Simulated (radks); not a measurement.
**Taking charge from the 3p level of Tl⁺ in fractions**

An exercise on one series of results from a longer session: the logs are not shown, and one member is left open.

Method: scalar-relativistic Kohn-Sham, BLYP, spin-polarised, spherical densities, finite nucleus. Code: radks (a radial shooting solver on a logarithmic mesh, Libxc functionals) version 1.

### The atom as given

| Item | Value |
| --- | --- |
| element | thallium (Z = 81) |
| charge | +1 |
| electrons | 80 |
| configuration | [Ne] 3s2 3p(up 3, down 3) 3d10 4s2 4p6 4d10 4f14 5s2 5p6 5d10 6s2 |
| nuclear rms radius | 5.4759 fm |

A shell typed twice in an input gives spin up, then spin down.

Set-up of the first run:

Input:

```text
Z 81
configuration [Ne] 3s2 3p3 3p3 3d10 4s2 4p6 4d10 4f14 5s2 5p6 5d10 6s2
relativity scalar-relativistic
functional b88,lyp
spin polarised
nucleus finite rms 5.4759 fm
c 137.035999084
```

Steps of the session up to this table: Start: [Ne] 3s2 3p(up 3, down 3) 3d10 4s2 4p6 4d10 4f14 5s2 5p6 5d10 6s2.

One table of the session follows, with a row left open; its other results are not shown here.

It belongs to the step «Start: [Ne] 3s2 3p(up 3, down 3) 3d10 4s2 4p6 4d10 4f14 5s2 5p6 5d10 6s2». Sizes of the orbitals, from the radial functions (bohr):

| level | <r> | outermost maximum (interpolated) | 90 % within | nodes |
| --- | --- | --- | --- | --- |
| 4s | 0.3917 | 0.369 | 0.561 | 3 |
| 4p | ? | ? | ? | ? |
| 4d | 0.4398 | 0.395 | 0.655 | 1 |
| 5s | 0.8768 | 0.808 | 1.25 | 4 |
| 4f | 0.4677 | 0.358 | 0.745 | 0 |
| 5p | 1.007 | 0.904 | 1.46 | 3 |
| 5d | 1.385 | 1.12 | 2.13 | 2 |
| 6s | 2.398 | 2.05 | 3.52 | 5 |

Estimate the missing values for 4p.

**Answer.** <r>: 0.4176; outermost maximum (interpolated): 0.389; 90 % within: 0.605; nodes: 2. In the column «<r>» it lies between 4s (0.3917) and 4d (0.4398).
